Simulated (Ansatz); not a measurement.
# GaH4SbSe: one species, many methods

Aim: compute GaH4SbSe with functionals from several rungs and with coupled cluster. The yardstick is the atomisation energy at the CCSD(T) limit.

Computed with Ansatz 0.2.0, Gaussian basis. Level: functionals in def2-TZVPP, the program's frozen cores in correlated methods.

The runs, in order: LDA (SPW92), PBE-D4, revPBE-D4, BLYP-D4, r2SCAN-D4, B97M-V, PBE0-D4, B3LYP-D4, r2SCANh-D4, r2SCAN0-D4, HSE06-D4, BHLYP-D4, CAM-B3LYP-D4, LC-ωPBE, ωB97X-V, ωB97M-V, B2PLYP, PBE-QIDH; CCSD(T)/def2-SVP; CCSD(T)/def2-TZVPP; MP2/def2-QZVPP; extrapolation to the limit; RPA on PBE.

## Step 1: The geometry

An earlier PBE0-D4 in a triple-zeta def2 set relaxation fixed the geometry. Sb takes the def2 core potential; no spin-orbit term is included.

7 atoms, charge 0, spin multiplicity 1.

Atoms are counted from 1 here; the program's logs count them from 0.

Bond lengths: Ga1–Sb2 2.623 Å, Ga1–H4 1.572 Å, Ga1–H5 1.569 Å, Sb2–Se3 2.566 Å, Sb2–H6 1.718 Å, Se3–H7 1.469 Å. Angles: Sb2–Ga1–H4 117.9°, Sb2–Ga1–H5 120.6°, H4–Ga1–H5 121.5°, Ga1–Sb2–Se3 92.6°, Ga1–Sb2–H6 87.2°, Se3–Sb2–H6 96.5°, Sb2–Se3–H7 93.0°.

## Step 2: LDA

This LDA is Slater exchange with PW92 correlation.

The input, in.yaml:

```yaml
crystal:
  periodic: [false, false, false]
  atoms:
    - {symbol: Ga, position_ang: [-1.136437, 0.772472, -0.950871]}
    - {symbol: Sb, position_ang: [-0.364129, -0.814899, 0.989272]}
    - {symbol: Se, position_ang: [2.038364, -0.934865, 0.094752]}
    - {symbol: H, position_ang: [-2.441673, 1.620865, -0.732038]}
    - {symbol: H, position_ang: [-0.331143, 0.839147, -2.296210]}
    - {symbol: H, position_ang: [-0.147057, 0.596050, 1.944674]}
    - {symbol: H, position_ang: [2.382065, -2.078780, 0.950421]}
basis:
  gaussian: {orbitals: def2-TZVPP}
hamiltonian: {xc: lda}
output: {orbitals: {seedname: orbitals}}
```

On the command line:

```bash
$ ansatz run in.yaml --threads 4 --pin off --events-out ev --progress --plain --max-ram 10444MiB
```

Further steps of the session: PBE-D4 (GGA); revPBE-D4 (GGA); BLYP-D4 (GGA); r2SCAN-D4 (meta-GGA); B97M-V (meta-GGA); B3LYP-D4 (hybrid); r2SCANh-D4 (hybrid); r2SCAN0-D4 (hybrid); HSE06-D4 (hybrid); BHLYP-D4 (hybrid); CAM-B3LYP-D4 (range-separated); LC-ωPBE (range-separated); ωB97X-V (range-separated); ωB97M-V (range-separated); B2PLYP (double hybrid); PBE-QIDH (double hybrid); CCSD(T) in def2-SVP; CCSD(T) in def2-TZVPP; MP2 in def2-QZVPP; RPA on PBE orbitals.

Q: Predict the results of all the runs planned. Wanted: atomisation energy, CCSD(T)/CBS; farthest beyond LDA; mean size of error, GGA; mean size of error, meta-GGA; mean size of error, hybrid; mean size of error, range-separated; mean size of error, double hybrid; gap, smallest and largest; T1 diagnostic.

**Answer**, as computed:

| quantity | value |
| --- | --- |
| atomisation energy, CCSD(T)/CBS | 1546.9 kJ/mol |
| functionals within 15.5 kJ/mol (1.0 %) | B97M-V, ωB97X-V |
| farthest beyond LDA | LC-ωPBE (-73.7 kJ/mol) |
| mean size of error, GGA | 33.0 kJ/mol |
| mean size of error, meta-GGA | 10.8 kJ/mol |
| mean size of error, hybrid | 37.2 kJ/mol |
| mean size of error, range-separated | 36.4 kJ/mol |
| mean size of error, double hybrid | 55.0 kJ/mol |
| gap, smallest and largest | 2.65 eV (LDA (SPW92)), 9.22 eV (LC-ωPBE) |
| T1 diagnostic | 0.0124 |
| triples share of the correlation energy | 3.5 % |

**Reading.** The LDA atomisation energy is off by 232.4 kJ/mol (15 %): it overbinds. PBE-D4 is off by -16.2 kJ/mol. Double hybrids carry the basis error of their MP2 part in triple zeta, and no dispersion term here, so their miss is partly the set-up's. By mean error the best rung here is meta-GGA (10.8 kJ/mol) and the worst beyond LDA is double hybrid (55.0 kJ/mol). The reference freezes the cores and leaves out spin-orbit coupling and excitations past (T), and its outer-core shells are covered unevenly, so misses under about 15.5 kJ/mol can't be ranked. All levels share the lack of spin-orbit coupling, which lowers the free heavy atoms and so the true binding. Hartree-Fock recovers 64 % of the binding; the rest is correlation. CCSD(T) in def2-SVP is off by -173.8 kJ/mol, so the small basis spoils what the method gains. Orbital gaps span 2.6 to 9.2 eV; exact exchange widens them. Correlated methods include outer-core shells of Ga, Sb, Se, which these sets cover unevenly.
